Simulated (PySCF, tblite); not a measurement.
# CH₈NSi₂ radical: geometry, infrared bands and EPR parameters

Aim: predict the infrared bands and EPR parameters of CH₈NSi₂ radical (`C[Si@@H]([NH])[SiH3]`).

Computed with tblite 0.8.0 and PySCF 2.14.0, with density-fitted response routines of our own, on a single molecule in the gas phase. Atoms are numbered from 0 throughout.

## (1) The starting structure

12 atoms, charge 0, multiplicity 2; geometry from: force field or distance geometry start.

Bonds of the start (Å): C0–Si1 1.85, Si1–N2 1.76, Si1–Si3 2.33, C0–H4 1.10, C0–H5 1.09, C0–H6 1.09, Si1–H7 1.47, N2–H8 1.02, Si3–H9 1.50, Si3–H10 1.48, Si3–H11 1.49.

## (2) Relaxing the molecule with GFN2-xTB

The job: settings as JSON, then the geometry in Å.

```
{"job": {"kind": "relax", "xc": "GFN2-xTB", "basis": "xTB"}, "charge": 0, "multiplicity": 2}
C     -1.397400    -1.077100     0.092100
Si    -0.462600     0.504300    -0.157000
N     -0.886500     1.669500     1.098700
Si     1.811400    -0.015300    -0.210400
H     -2.485800    -0.889300     0.090100
H     -1.194600    -1.794300    -0.705700
H     -1.160100    -1.545700     1.044700
H     -0.829600     1.105000    -1.449500
H     -0.401400     2.544600     0.878200
H      2.268400    -0.686500     1.056700
H      2.664600     1.171300    -0.453600
H      2.074700    -0.987000    -1.310100
```

On the command line:

```sh
> OMP_NUM_THREADS=1 python probes_run.py task.json out
```

The driver reads the jobs from task.json and runs them one after another.

**Question.** This job is followed by: GFN2-xTB harmonic vibrations, gas phase; UKS B3LYP, pcH-1 on C H N Si, non-relativistic, mean-field spin-orbit, GIAO. Predict these results of the whole session: strongest single infrared mode (GFN2-xTB); zero-point energy (GFN2-xTB); g(iso) (B3LYP); ⟨S²⟩; largest a(iso) (averaged by class); potential on the surface of density 0.002 e/bohr³, 1st and 99th percentile.

As calculated:

| quantity | value |
| --- | --- |
| strongest single infrared mode (GFN2-xTB) | 2112 cm⁻¹, 333 km/mol |
| zero-point energy (GFN2-xTB) | 51.2 kcal/mol |
| g(iso) (B3LYP) | 2.00495 |
| ⟨S²⟩ | 0.757 (exact 0.75) |
| largest a(iso) (averaged by class) | 29Si on Si3, -163.2 MHz |
| potential on the surface of density 0.002 e/bohr³, 1st and 99th percentile | -1.57 V and 1.55 V |

The optimisation took 67 steps and gained 0.523 eV; among the close pairs (by a distance rule), Si1–N2 changed most, from 1.765 to 1.640 Å. No mode is imaginary among the 30: a minimum at this level. The strongest single mode, at 2112 cm⁻¹, moves mainly H7. Unscaled tight-binding wavenumbers are off by several per cent, some by more. Its intensities can rank the bands wrongly. N2 carries the largest spin population, 0.79 e. The isotropic g lies 2.6 ppt above the free-electron value.
